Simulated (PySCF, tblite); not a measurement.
# C₆H₁₁AlS₂: geometry, infrared bands and NMR shifts

Aim: predict the infrared bands and NMR shifts of C₆H₁₁AlS₂ (`C=CCC[C@H]1C[S][AlH][S]1`).

The runs use tblite 0.8.0 and PySCF 2.14.0, with density-fitted response routines of our own; the level of theory stands in each step. All values are computed, except where a source is named. Atoms count from 0, in the outputs and in this text.

**1. Starting geometry**

20 atoms, charge 0, multiplicity 1; geometry from: force field or distance geometry start.

Bonds of the start (Å): C0–C1 1.30, C1–C2 1.51, C2–C3 1.51, C3–C4 1.50, C4–C5 1.51, C5–S6 1.83, S6–Al7 2.30, Al7–S8 2.31, S8–C4 1.83, C0–H9 1.11, C0–H10 1.11, C1–H11 1.09, C2–H12 1.10, C2–H13 1.13, C3–H14 1.12, C3–H15 1.10, C4–H16 1.10, C5–H17 1.11, C5–H18 1.11, Al7–H19 1.60.

**2. Optimising the geometry with GFN2-xTB**

Job settings and geometry (Å):

```
{"job": {"kind": "relax", "xc": "GFN2-xTB", "basis": "xTB"}, "charge": 0, "multiplicity": 1}
C     -3.374000     0.672300     0.642900
C     -2.106000     0.945100     0.622000
C     -1.014100    -0.042300     0.948500
C     -0.184400    -0.101700    -0.309100
C      0.972600    -1.043600    -0.212100
C      1.789700    -1.093300    -1.479300
S      2.247000     0.610000    -1.953800
Al     3.024900     1.232200     0.124700
S      2.121100    -0.626800     1.155400
H     -4.067100     1.505500     0.392900
H     -3.793900    -0.321800     0.891100
H     -1.764400     1.955400     0.375200
H     -0.484500     0.237900     1.866100
H     -1.562900    -1.017700     1.091800
H      0.140400     0.954100    -0.515800
H     -0.846900    -0.428800    -1.119100
H      0.604600    -2.063700    -0.009400
H      1.164600    -1.525500    -2.292700
H      2.685700    -1.741500    -1.382600
H      4.442500     1.904800     0.411500
```

Run with:

```sh
> OMP_NUM_THREADS=1 python probes_run.py task.json out
```

The driver reads the jobs from task.json and runs them one after another.

**Question.** This job is followed by: GFN2-xTB harmonic vibrations, gas phase; GIAO PBE0/pcSseg-1 NMR shielding, non-relativistic, gas phase. What will the session give for the following? strongest single infrared mode (GFN2-xTB); zero-point energy (GFN2-xTB); 13C shifts against TMS (PBE0/pcSseg-1); 1H shifts against TMS (PBE0/pcSseg-1); 33S shifts against CS2 (PBE0/pcSseg-1); 27Al shifts against AlH4- (PBE0/pcSseg-1); surface potential, 1st and 99th percentile.

**Answer**, as computed:

```
                                 quantity                                                                 value
strongest single infrared mode (GFN2-xTB)                                                 1941 cm⁻¹, 421 km/mol
             zero-point energy (GFN2-xTB)                                                         95.4 kcal/mol
   13C shifts against TMS (PBE0/pcSseg-1)                              147.8, 121.5, 56.1, 48.3, 47.6, 39.9 ppm
    1H shifts against TMS (PBE0/pcSseg-1)  6.01, 5.44, 5.25, 5.23, 3.46, 3.33, 3.31, 2.85, 1.83, 1.48, 1.44 ppm
   33S shifts against CS2 (PBE0/pcSseg-1)                                                         -25, -101 ppm
27Al shifts against AlH4- (PBE0/pcSseg-1)                                                             193.0 ppm
    surface potential, 1st and 99th percentile                                                    -0.83 V and 1.99 V
```

**Reading.** The optimisation took 79 steps and gained 0.761 eV; among the close pairs (by a distance rule), Al7–S8 changed most, from 2.310 to 2.199 Å. All 54 modes are real, so the xTB geometry is a minimum. The strongest single mode, at 1941 cm⁻¹, moves mainly H19. Unscaled tight-binding wavenumbers are off by several per cent, some by more. Its intensities can rank the bands wrongly. C1 (alkene CH) lies farthest downfield among carbon, at 147.8 ppm; the olefinic region. The most deshielded hydrogen is H11 (hydrogen on an alkene CH), at 6.01 ppm: attached to an sp2 carbon and in the plane of the double bond. At PBE0/pcSseg-1: The largest span, 261 ppm, is at S8, where the paramagnetic term is -530 ppm. At PBE0/pcSseg-1, counted by nearest atom on the grid, the HOMO lies on S6, S8 about 38 % each, the LUMO on Al7 45 %; H19 20 %.
